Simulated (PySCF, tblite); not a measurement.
# CH₈O₃Si₃: dynamics, then NMR shifts on frames

How do NMR shifts of CH₈O₃Si₃ (`O=C[SiH2]O[SiH2]O[SiH3]`) change as the atoms move?

Computed with tblite 0.8.0 and PySCF 2.14.0, with density-fitted response routines of our own, on a single molecule in the gas phase. Atoms count from 0, in the outputs and in this text.

## Step 1: Starting geometry

15 atoms, charge 0, multiplicity 1; geometry from: GFN2-xTB.

Bonds of the start (Å): O0–C1 1.20, C1–Si2 1.92, Si2–O3 1.61, O3–Si4 1.63, Si4–O5 1.61, O5–Si6 1.62, C1–H7 1.11, Si2–H8 1.46, Si2–H9 1.46, Si4–H10 1.45, Si4–H11 1.45, Si6–H12 1.46, Si6–H13 1.46, Si6–H14 1.46.

## Step 2: Thermal motion with GFN2-xTB

The job: settings as JSON, then the geometry in Å.

```
{"job": {"kind": "md", "xc": "GFN2-xTB", "basis": "xTB", "temperature": 300, "steps": 2000, "every": 50, "frames": 5}, "charge": 0, "multiplicity": 1}
O     -4.305702    -0.054125     0.355836
C     -3.255096     0.517591     0.212846
Si    -1.622365    -0.352879    -0.290154
O     -0.573035     0.865620    -0.438147
Si     0.940957     1.399573    -0.706491
O      1.993182     0.192503    -0.536855
Si     2.584087    -1.246922    -0.073618
H     -3.213909     1.617723     0.384654
H     -1.212325    -1.263045     0.777100
H     -1.781742    -1.036183    -1.571422
H      1.011816     1.823492    -2.095057
H      1.185322     2.385162     0.334031
H      3.471971    -0.971295     1.054701
H      3.297809    -1.749321    -1.245023
H      1.474619    -2.119907     0.310032
```

Level: GFN2-xTB Langevin dynamics, gas phase.

The run is started by

```sh
$ OMP_NUM_THREADS=1 python probes_run.py task.json out
```

This one command runs all jobs of the session in turn.

Log:

```text
t/fs     T/K      E/eV
    0.0   239.3   -647.47649
   25.0   162.6   -647.30492
   50.0   160.0   -647.13574
   75.0   194.0   -647.18630
  100.0   180.3   -647.07338
  125.0   221.6   -647.16157
  150.0   257.3   -647.15778
  175.0   239.3   -647.02421
  200.0   261.0   -647.06776
  225.0   242.6   -647.07025
  250.0   243.2   -647.13704
  275.0   202.3   -647.17682
  300.0   276.1   -647.15772
  325.0   381.6   -647.21610
  350.0   216.6   -647.06889
  375.0   228.5   -647.11373
  400.0   320.0   -647.07071
  425.0   219.3   -646.95169
  450.0   199.5   -646.95980
  475.0   336.0   -647.10949
  500.0   267.3   -646.98579
  525.0   292.7   -647.14401
  550.0   355.2   -647.07278
  575.0   301.0   -646.99423
  600.0   348.7   -647.05105
  625.0   238.5   -646.71248
  650.0   375.7   -647.04614
  675.0   276.9   -646.92477
  700.0   445.7   -647.01323
  725.0   444.1   -646.89860
  750.0   380.6   -646.99045
  775.0   370.9   -646.98165
  800.0   310.3   -646.99885
  825.0   388.0   -647.01950
  850.0   432.4   -647.07041
  875.0   386.6   -647.06826
  900.0   278.7   -646.87056
  925.0   319.1   -646.94935
  950.0   319.8   -646.86076
  975.0   285.1   -646.97728
 1000.0   355.5   -647.17908
```

Wall time 25 s (1 thread of Arm Neoverse N1, shared host); peak memory 0.18 GiB.

Distance from the start (root mean square after alignment): 0 fs 0.00 Å, 200 fs 0.27 Å, 400 fs 0.76 Å, 600 fs 0.75 Å, 800 fs 1.09 Å, 1000 fs 1.14 Å.

Positions (Å) and forces (eV/Å) at 1000 fs:

```xyz
15

O    -3.647    0.621    1.693   -0.878    0.129    0.043
C    -2.563    0.355    1.270    0.766    0.038   -0.227
Si   -1.939    0.297   -0.549   -1.624   -0.446   -0.079
O    -0.659    1.245   -0.566    0.778    0.235   -0.264
Si    0.957    1.299   -0.880   -0.397    0.946    0.720
O     1.694   -0.091   -0.728    0.441   -1.719    0.345
Si    2.049   -1.572   -0.079    0.205    0.829   -0.310
H    -1.767    0.140    2.006    0.332   -0.119    0.278
H    -1.551   -1.115   -0.737   -0.061    0.208   -0.156
H    -3.104    0.784   -1.398    0.986   -0.218    0.321
H     1.166    1.528   -2.278   -0.073    0.381   -0.433
H     1.460    2.152    0.221   -0.191   -0.088   -0.463
H     1.757   -1.408    1.332    0.151   -0.063    0.295
H     3.457   -1.712   -0.501   -0.323   -0.061    0.190
H     1.175   -2.619   -0.581   -0.111   -0.052   -0.261
```

## Step 3: Nuclear shieldings: 250 fs, PBE0/pcSseg-1

The job: settings as JSON, then the geometry in Å.

```
{"job": {"kind": "nmr", "xc": "PBE0", "basis": "pcSseg-1", "pop": false}, "charge": 0, "multiplicity": 1}
O     -4.592400    -0.075500    -0.147500
C     -3.524800     0.356700     0.126700
Si    -1.834300    -0.263200    -0.616200
O     -0.821200     0.954400    -0.549900
Si     0.682300     1.617300    -0.490400
O      1.770600     0.397800    -0.298800
Si     2.177000    -1.115400     0.006000
H     -3.458700     1.163400     0.887900
H     -1.385300    -1.337200     0.362100
H     -1.861700    -0.734900    -2.054300
H      0.812400     2.157800    -1.847200
H      0.927200     2.382400     0.776100
H      2.587800    -1.000500     1.453800
H      3.271500    -1.540900    -0.962300
H      1.101700    -2.078000    -0.047700
```

Method: GIAO PBE0/pcSseg-1 NMR shielding, non-relativistic, gas phase.

Log:

```text
coarse grid: 14176 points
cycle   1  E = -1136.1205076131  dE =  8.521e-01  |g| = 1.230e+00  |ddm| = 3.607e+00
cycle   2  E = -1135.4998909919  dE =  6.206e-01  |g| = 2.176e+00  |ddm| = 2.398e+00
cycle   3  E = -1136.3799591587  dE = -8.801e-01  |g| = 2.201e-01  |ddm| = 1.725e+00
cycle   4  E = -1136.3865892188  dE = -6.630e-03  |g| = 1.275e-01  |ddm| = 1.838e-01
cycle   5  E = -1136.3894061823  dE = -2.817e-03  |g| = 1.846e-02  |ddm| = 9.141e-02
cycle   6  E = -1136.3894789436  dE = -7.276e-05  |g| = 3.994e-03  |ddm| = 2.088e-02
cycle   7  E = -1136.3894820682  dE = -3.125e-06  |g| = 1.247e-03  |ddm| = 4.466e-03
final grid: 123592 points
cycle   8  E = -1136.4607060506  dE =  4.316e-06  |g| = 1.374e-02  |ddm| = 1.513e-02
cycle   9  E = -1136.4606301824  dE =  7.587e-05  |g| = 2.466e-02  |ddm| = 2.075e-02
cycle  10  E = -1136.4607374300  dE = -1.072e-04  |g| = 2.263e-03  |ddm| = 1.389e-02
cycle  11  E = -1136.4607383330  dE = -9.030e-07  |g| = 2.894e-04  |ddm| = 1.535e-03
cycle  12  E = -1136.4607383475  dE = -1.451e-08  |g| = 5.519e-05  |ddm| = 2.739e-04
cycle  13  E = -1136.4607383482  dE = -6.946e-10  |g| = 1.705e-05  |ddm| = 6.685e-05
converged SCF energy = -1136.4607383482

GIAO shielding tensors (ppm)
atom      isotropic    diamagn.    paramagn.     s11        s22        s33       span
  0 O     -567.082     394.070    -961.151  -1588.710   -517.324    404.789   1993.500
  1 C      -49.306     255.728    -305.033   -149.505    -77.884     79.471    228.976
  2 Si     406.366     881.527    -475.161    363.067    383.755    472.277    109.210
  3 O      276.660     402.566    -125.905    239.467    246.625    343.889    104.421
  4 Si     390.221     879.970    -489.748    375.351    388.193    407.120     31.768
  5 O      283.838     402.503    -118.665    226.683    251.603    373.227    146.544
  6 Si     395.190     880.172    -484.982    349.137    367.563    468.871    119.734
  7 H       19.691      28.801      -9.110     15.016     20.351     23.707      8.691
  8 H       25.885      31.737      -5.852     22.112     25.924     29.619      7.507
  9 H       25.983      29.395      -3.412     22.654     24.456     30.840      8.186
 10 H       26.255      28.674      -2.419     22.651     24.167     31.946      9.296
 11 H       25.712      29.011      -3.299     22.083     23.763     31.289      9.205
 12 H       25.740      29.239      -3.498     22.327     24.062     30.832      8.506
 13 H       25.775      27.871      -2.096     22.716     24.004     30.604      7.888
 14 H       26.384      32.224      -5.840     22.628     26.373     30.150      7.523
```

Wall time 49 s (1 thread of Arm Neoverse N1, shared host); peak memory 0.81 GiB.

Shifts follow as δ = σ(reference) − σ, with reference shieldings (ppm) from runs at the same level and on the same kind of geometry: ¹H TMS 31.72, ¹³C TMS 186.9, ²⁹Si TMS 349.2, ¹⁷O H2O 336.1. The references are single molecules in the gas phase, so shifts against H2O, NH3, PH3, H3PO4 or CFCl3 are not on the usual liquid scales and can be off by tens of ppm. Each atom is listed at this fixed geometry, with no averaging over motion; a spectrum would average atoms that exchange fast.

| atoms | environment | σ (ppm) | δ (ppm) |
| --- | --- | --- | --- |
| C1 | carbonyl carbon | -49.3 | 236.2 |
| H7 | hydrogen on a carbonyl carbon | 19.69 | 12.03 |
| H11 | hydrogen on a silicon bonded to 2 O | 25.71 | 6.01 |
| H12 | hydrogen on a silicon bonded to O | 25.74 | 5.98 |
| H13 | hydrogen on a silicon bonded to O | 25.77 | 5.94 |
| H8 | hydrogen on a silicon bonded to C, O | 25.89 | 5.83 |
| H9 | hydrogen on a silicon bonded to C, O | 25.98 | 5.73 |
| H10 | hydrogen on a silicon bonded to 2 O | 26.25 | 5.46 |
| H14 | hydrogen on a silicon bonded to O | 26.38 | 5.33 |
| O0 | carbonyl oxygen | -567.1 | 903.2 |
| O3 | oxygen bonded to 2 Si | 276.7 | 59.4 |
| O5 | oxygen bonded to 2 Si | 283.8 | 52.2 |
| Si4 | silicon bonded to 2 O, 2 H | 390.2 | -41.1 |
| Si6 | silicon bonded to O, 3 H | 395.2 | -46.0 |
| Si2 | silicon bonded to C, O, 2 H | 406.4 | -57.2 |

Orbitals, density, ELF and potential are computed afterwards from the orbital file.

Frontier orbitals at PBE0/pcSseg-1, with the share of their density that lies nearest to each atom:

| orbital | energy (eV) | lies on |
| --- | --- | --- |
| HOMO | -6.91 | O0 51 %; H7 15 %; C1 13 % |
| LUMO | -1.39 | C1 41 %; O0 31 %; H7 9 % |

ELF in a plane through or near 6 of the atoms.

Ten even steps from '0' (0.00) to '9' (1.00):
```
0000000000000000000000000000
0000000000000000000000000000
0000000000000000000000000000
0000000000012100000000000000
0000000000135410000000000000
0000000000121111100000000000
0000000022207234420000000000
0000000278825088840010000000
0000000176282575731343110000
0000000167671278627745442000
0000256211630032219838785100
0000478377120034218857486200
0000478511992099953237884000
0000134249996099970014530000
0000000049995079960001100000
0000000017991004410000000000
0000000002540000000000000000
0000000000000000000000000000
0000000000000000000000000000
0000000000000000000000000000
```
The map spans 13.7 Å across and 10.0 Å up, centred on the molecule. Atoms in the plane (x, y in Å): O0 (4.2, -0.8), O3 (0.7, 0.8), Si4 (-0.7, 1.7), O5 (-2.0, 0.6), Si6 (-2.6, -0.8), H14 (-1.7, -1.9).

On the surface of density 0.002 e/bohr³ the electrostatic potential runs, from the 1st to the 99th percentile, from -1.42 V near O0 to 1.60 V near Si4.

## Step 4: NMR shieldings: 425 fs, PBE0/pcSseg-1

The job: settings as JSON, then the geometry in Å.

```
{"job": {"kind": "nmr", "xc": "PBE0", "basis": "pcSseg-1", "pop": false}, "charge": 0, "multiplicity": 1}
O     -4.595500     0.162000    -0.171400
C     -3.549400     0.621400     0.188200
Si    -1.879100     0.151500    -0.678400
O     -0.670100     1.076400    -0.163300
Si     0.920800     1.251400    -0.052200
O      1.751300    -0.080100    -0.256000
Si     1.829000    -1.697500    -0.037200
H     -3.544400     1.455200     0.965400
H     -1.770300    -1.330100    -0.184600
H     -2.244700     0.057700    -2.123500
H      1.134500     2.075000    -1.199900
H      1.221600     1.795100     1.282700
H      0.555500    -2.239000     0.633700
H      2.914000    -2.141100     0.760000
H      1.726500    -2.237500    -1.451000
```

Level: GIAO PBE0/pcSseg-1 NMR shielding, non-relativistic, gas phase.

Log:

```text
coarse grid: 14176 points
cycle   1  E = -1136.1264990970  dE =  8.792e-01  |g| = 1.204e+00  |ddm| = 3.622e+00
cycle   2  E = -1135.4889656064  dE =  6.375e-01  |g| = 2.172e+00  |ddm| = 2.307e+00
cycle   3  E = -1136.3706838796  dE = -8.817e-01  |g| = 2.656e-01  |ddm| = 1.689e+00
cycle   4  E = -1136.3816316080  dE = -1.095e-02  |g| = 1.225e-01  |ddm| = 2.060e-01
cycle   5  E = -1136.3842249775  dE = -2.593e-03  |g| = 1.888e-02  |ddm| = 9.435e-02
cycle   6  E = -1136.3843036990  dE = -7.872e-05  |g| = 4.454e-03  |ddm| = 2.241e-02
cycle   7  E = -1136.3843077920  dE = -4.093e-06  |g| = 1.339e-03  |ddm| = 5.048e-03
final grid: 123592 points
cycle   8  E = -1136.4553974772  dE =  8.680e-06  |g| = 1.429e-02  |ddm| = 1.542e-02
cycle   9  E = -1136.4553060369  dE =  9.144e-05  |g| = 2.656e-02  |ddm| = 2.163e-02
cycle  10  E = -1136.4554315993  dE = -1.256e-04  |g| = 2.550e-03  |ddm| = 1.481e-02
cycle  11  E = -1136.4554327480  dE = -1.149e-06  |g| = 2.707e-04  |ddm| = 1.714e-03
cycle  12  E = -1136.4554327610  dE = -1.301e-08  |g| = 5.940e-05  |ddm| = 2.625e-04
cycle  13  E = -1136.4554327618  dE = -7.317e-10  |g| = 1.837e-05  |ddm| = 6.227e-05
converged SCF energy = -1136.4554327618

GIAO shielding tensors (ppm)
atom      isotropic    diamagn.    paramagn.     s11        s22        s33       span
  0 O     -581.708     394.913    -976.621  -1626.905   -532.509    414.291   2041.197
  1 C      -58.724     256.583    -315.307   -176.069    -83.907     83.803    259.872
  2 Si     410.915     880.484    -469.569    346.815    383.330    502.599    155.784
  3 O      279.157     401.203    -122.047    237.509    267.350    332.611     95.102
  4 Si     393.600     880.936    -487.337    378.570    395.164    407.065     28.495
  5 O      292.435     400.794    -108.358    229.121    285.964    362.221    133.100
  6 Si     392.390     879.787    -487.397    343.591    364.280    469.300    125.709
  7 H       19.145      27.289      -8.144     13.470     20.153     23.812     10.342
  8 H       25.659      30.581      -4.922     21.764     26.299     28.913      7.149
  9 H       26.321      29.092      -2.772     23.042     24.986     30.934      7.892
 10 H       27.037      29.917      -2.880     23.033     25.209     32.868      9.835
 11 H       26.501      29.607      -3.106     22.735     24.552     32.215      9.480
 12 H       25.570      30.827      -5.258     22.269     25.506     28.934      6.665
 13 H       26.903      29.265      -2.362     23.553     24.934     32.222      8.669
 14 H       25.834      28.995      -3.161     22.790     24.005     30.705      7.915
```

It took 36 s on 1 thread of Arm Neoverse N1, shared host; peak memory 0.83 GiB.

In short: δ C1 245.6, O0 917.8, O3 56.9, O5 43.6, H7 12.57, H12 6.15 ppm.

(Part 1 of 2 ends here.)
